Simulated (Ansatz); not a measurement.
# Lu5N: the cost of one run

Computed with Ansatz 0.2.0 (DFT PBE, scalar-relativistic, plane waves, PAW, unless a step's input says otherwise).

## (1) The system as given

It takes space group P6/mmm (No. 191, hexagonal). Conventional cell: a = 4.436 Å, b = 4.436 Å, c = 9.128 Å, α = 90.00°, β = 90.00°, γ = 120.00°. Lu (site symmetry 3m) is surrounded by 4 Lu at 2.56 to 2.82 Å and 3 N at 2.92 Å. Lu (site symmetry 6/mmm) is surrounded by 18 Lu at 4.06 to 4.44 Å. N (site symmetry 6/mmm) is surrounded by 12 Lu at 2.92 Å.

As a file:

```
CELL_PARAMETERS angstrom
4.43620 0.00000 0.00000
-2.21810 3.84186 0.00000
0.00000 0.00000 9.12807
ATOMIC_POSITIONS crystal
Lu 0.33333 0.66667 0.15473
Lu 0.66667 0.33333 0.15473
Lu 0.66667 0.33333 0.84527
Lu 0.33333 0.66667 0.84527
Lu 0.00000 0.00000 0.50000
N 0.00000 0.00000 0.00000
```

A structure generator made this guess: random cell by space group and Wyckoff sites (P6/mmm, No. 191). The dimensions are guesses.

## (2) The guess as it stands, on a coarse mesh

input.yaml

```yaml
crystal:
  lattice:
    - [4.43619976, 0.0, 0.0]
    - [-2.21809988, 3.84186169, 0.0]
    - [0.0, 0.0, 9.12807039]
  atoms:
    - { symbol: Lu, position: [0.33333333, 0.66666667, 0.15472703] }
    - { symbol: Lu, position: [0.66666667, 0.33333333, 0.15472703] }
    - { symbol: Lu, position: [0.66666667, 0.33333333, 0.84527297] }
    - { symbol: Lu, position: [0.33333333, 0.66666667, 0.84527297] }
    - { symbol: Lu, position: [0.0, 0.0, 0.5] }
    - { symbol: "N", position: [0.0, 0.0, 0.0] }
basis:
  ecutwfc: 420
kpoints:
  mp_grid: { grid: [6, 6, 2] }
hamiltonian:
  xc: pbe
scf:
  occupations: { method: gaussian, width: 0.1 }
  lower_state_search: "off"
output:
  forces: true
  stress: true
  eigenvalues: true
```

The run is started by

```
$ ansatz run input.yaml --threads 1 --pin off --max-ram 2560MiB --backend cpu --events-out ev --progress --plain --runs-dir out
```

Q: Estimate wall time and peak memory on 1 thread of Arm Neoverse V2, shared host.

About 12 s, with a peak of 0.46 GiB.
